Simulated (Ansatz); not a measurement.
# C₂H₇BOS: basis-set convergence

How large a basis does C₂H₇BOS need? Two functionals are run in growing sets.

Method: one geometry, several basis sets; program: Ansatz 0.2.0, Gaussian basis.

The runs, in order: PBE0-D4/def2-SVP; ωB97M-V/def2-SVP; PBE0-D4/def2-QZVPP; ωB97M-V/def2-QZVPP; the functionals' def2-TZVPP values are taken from earlier runs.

## Step 1: Structure used throughout

All runs share one geometry, relaxed beforehand with PBE0-D4 in a triple-zeta def2 set.

12 atoms, charge 0, spin multiplicity 1.

Atoms are counted from 1 here; the program's logs count them from 0.

Bond lengths: C1–C2 1.524 Å, C1–H6 1.092 Å, C1–H7 1.093 Å, C1–H8 1.092 Å, C2–B3 1.570 Å, C2–H9 1.098 Å, C2–H10 1.098 Å, B3–O4 1.359 Å, B3–S5 1.829 Å, O4–H11 0.960 Å, S5–H12 1.341 Å. Angles: C2–C1–H6 111.2°, C2–C1–H7 111.5°, C2–C1–H8 111.2°, H6–C1–H7 107.9°, H6–C1–H8 107.0°, H7–C1–H8 107.9°, C1–C2–B3 115.1°, C1–C2–H9 110.3°, C1–C2–H10 110.3°, B3–C2–H9 108.1°, B3–C2–H10 108.1°, H9–C2–H10 104.4°, C2–B3–O4 119.4°, C2–B3–S5 122.3°, O4–B3–S5 118.3°, B3–O4–H11 115.2°, B3–S5–H12 96.6°.

## Step 2: PBE0-D4 in def2-SVP

in.yaml reads:

```yaml
crystal:
  periodic: [false, false, false]
  atoms:
    - {symbol: C, position_ang: [-0.949501, -0.441709, 1.266850]}
    - {symbol: C, position_ang: [0.093623, 0.403479, 0.546131]}
    - {symbol: B, position_ang: [0.410794, -0.041070, -0.925680]}
    - {symbol: O, position_ang: [-0.234286, -1.114868, -1.451515]}
    - {symbol: S, position_ang: [1.627219, 0.838350, -1.970788]}
    - {symbol: H, position_ang: [-1.904938, -0.426288, 0.738430]}
    - {symbol: H, position_ang: [-1.123220, -0.081577, 2.283597]}
    - {symbol: H, position_ang: [-0.637302, -1.486120, 1.330340]}
    - {symbol: H, position_ang: [-0.217603, 1.455767, 0.524861]}
    - {symbol: H, position_ang: [1.035102, 0.408679, 1.110341]}
    - {symbol: H, position_ang: [0.006012, -1.333424, -2.355258]}
    - {symbol: H, position_ang: [1.970901, 1.763778, -1.063210]}
basis:
  gaussian: {orbitals: def2-SVP}
hamiltonian: {xc: pbe0, dispersion: d4}
output: {orbitals: {seedname: orbitals}}
```

Further steps of the session: ωB97M-V in def2-SVP; PBE0-D4 in def2-QZVPP; ωB97M-V in def2-QZVPP.

**Question.** What will the summary of the whole plan be? Wanted: PBE0-D4: double and triple zeta above quadruple; ωB97M-V: double and triple zeta above quadruple.

The runs gave:

| quantity | value |
| --- | --- |
| PBE0-D4: double and triple zeta above quadruple | 9.87, 0.61 eV |
| ωB97M-V: double and triple zeta above quadruple | 10.06, 0.58 eV |

What this shows: For PBE0-D4 the step from double to triple zeta gains 9.26 eV and the next only 0.61 eV. Total energies overstate the basis error of differences, where much of it tends to cancel. The LUMO of ωB97M-V is positive and keeps falling with the basis (2.56 to 1.23 eV): an unbound level that the basis holds in place.
